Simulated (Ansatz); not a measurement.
# TiH3Br: the cost of one run

Method: DFT PBE, scalar-relativistic, plane waves, PAW, in Ansatz 0.2.0.

### 1 The system as given

Symmetry: P4mm, No. 99, tetragonal system. The conventional cell has a = 3.765 Å, b = 3.765 Å, c = 4.770 Å, α = 90.00°, β = 90.00°, γ = 90.00°. Ti (site symmetry 4mm) is surrounded by 5 H at 2.04 to 2.11 Å. Around H (site symmetry 2mm) lie 2 Ti at 2.04 Å. H (site symmetry 4mm) has 1 Ti at 2.11 Å as nearest neighbours. Around Br (site symmetry 4mm) lie 12 H at 2.71 to 3.04 Å and 4 Ti at 3.11 Å.

Coordinates:

```cif
data_structure
_symmetry_space_group_name_H-M 'P 1'
_symmetry_Int_Tables_number 1
_cell_length_a 3.7651
_cell_length_b 3.7651
_cell_length_c 4.7697
_cell_angle_alpha 90.000
_cell_angle_beta 90.000
_cell_angle_gamma 90.000
_cell_volume 67.62
loop_
_atom_site_label
_atom_site_type_symbol
_atom_site_fract_x
_atom_site_fract_y
_atom_site_fract_z
_atom_site_occupancy
Ti1 Ti 0.50000 0.50000 0.66500 1
H1 H 0.00000 0.50000 0.50000 1
H2 H 0.50000 0.00000 0.50000 1
H3 H 0.50000 0.50000 0.10760 1
Br1 Br 0.00000 0.00000 0.00000 1
```

A structure generator made this guess: species swapped into a database cell of PrBPt3 (P4mm, No. 99), with Br on the Pr sites, Ti on the B sites and H on the Pt sites. The dimensions are guesses.

### 2 The guess as it stands, on a coarse mesh

Contents of input.yaml:

```yaml
crystal:
  lattice:
    - [3.76509143, 0.0, 0.0]
    - [0.0, 3.76509143, 0.0]
    - [0.0, 0.0, 4.76974412]
  atoms:
    - { symbol: Ti, position: [0.5, 0.5, 0.66500002], spin: 1.0 }
    - { symbol: H, position: [0.0, 0.5, 0.5] }
    - { symbol: H, position: [0.5, 0.0, 0.5] }
    - { symbol: H, position: [0.5, 0.5, 0.1076] }
    - { symbol: Br, position: [0.0, 0.0, 0.0] }
basis:
  ecutwfc: 420
kpoints:
  mp_grid: { grid: [4, 4, 4] }
hamiltonian:
  xc: pbe
scf:
  occupations: { method: gaussian, width: 0.1 }
  lower_state_search: "off"
output:
  forces: true
  stress: true
  eigenvalues: true
  populations: true
magnetization:
  spin_polarized: true
```

Command:

```
> ansatz run input.yaml --threads 1 --pin off --max-ram 2560MiB --backend cpu --events-out ev --progress --plain --runs-dir out
```

What time and memory should one allow on 1 thread of Intel Xeon Platinum 8488C (Sapphire Rapids), shared host?

About 7.6 s, with a peak of 0.4 GiB.
